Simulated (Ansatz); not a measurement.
# Tl: the cost of one run

Method: DFT LDA, plane waves, PAW, scalar-relativistic, no spin polarisation, in Ansatz 0.2.0.

## 1. The structure to begin with

The cell holds 36 atoms (Tl36): a = 10.380 Å, b = 10.380 Å, c = 11.065 Å, α = 90.00°, β = 90.00°, γ = 120.00°.

The coordinates stand in the first input below.

## 2. The run

600 steps of 3 fs under a Langevin thermostat, set from 300 K to 1300 K by a schedule.

The input, input.yaml:

```yaml
accuracy: low
crystal:
  lattice:
    - [10.38, 0.0, 0.0]
    - [-5.19, 8.989344, 0.0]
    - [0.0, 0.0, 11.06508]
  atoms:
    - { symbol: Tl, position: [0.0, 0.0, 0.0] }
    - { symbol: Tl, position: [0.1111111, 0.2222222, 0.25] }
    - { symbol: Tl, position: [0.0, 0.0, 0.5] }
    - { symbol: Tl, position: [0.1111111, 0.2222222, 0.75] }
    - { symbol: Tl, position: [0.0, 0.3333333, 0.0] }
    - { symbol: Tl, position: [0.1111111, 0.5555556, 0.25] }
    - { symbol: Tl, position: [0.0, 0.3333333, 0.5] }
    - { symbol: Tl, position: [0.1111111, 0.5555556, 0.75] }
    - { symbol: Tl, position: [0.0, 0.6666667, 0.0] }
    - { symbol: Tl, position: [0.1111111, 0.8888889, 0.25] }
    - { symbol: Tl, position: [0.0, 0.6666667, 0.5] }
    - { symbol: Tl, position: [0.1111111, 0.8888889, 0.75] }
    - { symbol: Tl, position: [0.3333333, 0.0, 0.0] }
    - { symbol: Tl, position: [0.4444444, 0.2222222, 0.25] }
    - { symbol: Tl, position: [0.3333333, 0.0, 0.5] }
    - { symbol: Tl, position: [0.4444444, 0.2222222, 0.75] }
    - { symbol: Tl, position: [0.3333333, 0.3333333, 0.0] }
    - { symbol: Tl, position: [0.4444444, 0.5555556, 0.25] }
    - { symbol: Tl, position: [0.3333333, 0.3333333, 0.5] }
    - { symbol: Tl, position: [0.4444444, 0.5555556, 0.75] }
    - { symbol: Tl, position: [0.3333333, 0.6666667, 0.0] }
    - { symbol: Tl, position: [0.4444444, 0.8888889, 0.25] }
    - { symbol: Tl, position: [0.3333333, 0.6666667, 0.5] }
    - { symbol: Tl, position: [0.4444444, 0.8888889, 0.75] }
    - { symbol: Tl, position: [0.6666667, 0.0, 0.0] }
    - { symbol: Tl, position: [0.7777778, 0.2222222, 0.25] }
    - { symbol: Tl, position: [0.6666667, 0.0, 0.5] }
    - { symbol: Tl, position: [0.7777778, 0.2222222, 0.75] }
    - { symbol: Tl, position: [0.6666667, 0.3333333, 0.0] }
    - { symbol: Tl, position: [0.7777778, 0.5555556, 0.25] }
    - { symbol: Tl, position: [0.6666667, 0.3333333, 0.5] }
    - { symbol: Tl, position: [0.7777778, 0.5555556, 0.75] }
    - { symbol: Tl, position: [0.6666667, 0.6666667, 0.0] }
    - { symbol: Tl, position: [0.7777778, 0.8888889, 0.25] }
    - { symbol: Tl, position: [0.6666667, 0.6666667, 0.5] }
    - { symbol: Tl, position: [0.7777778, 0.8888889, 0.75] }
basis:
  ecutwfc: 420.0
kpoints:
  mp_grid: { grid: [1, 1, 1] }
hamiltonian:
  xc: lda
scf:
  occupations: { method: fermi_dirac, width: 0.11 }
  lower_state_search: "off"
md:
  timestep: 3
  n_steps: 600
  ensemble: nvt_langevin
  temperature: 300.0
  initial_velocities: maxwell_boltzmann
  seed: 974937
  friction: 0.02
  temperature_schedule: [{ n_steps: 600, end_temperature: 1300.0 }]
```

Launch:

```console
ansatz run input.yaml --threads 4 --pin off --max-ram 10240MiB --backend cpu --events-out ev --progress --plain --runs-dir out
```

**Question.** How long does this run take on 4 threads of AMD EPYC 9R45 (Zen 5), shared host, and how much memory does it need?

About 14 min, with a peak of 1.2 GiB.
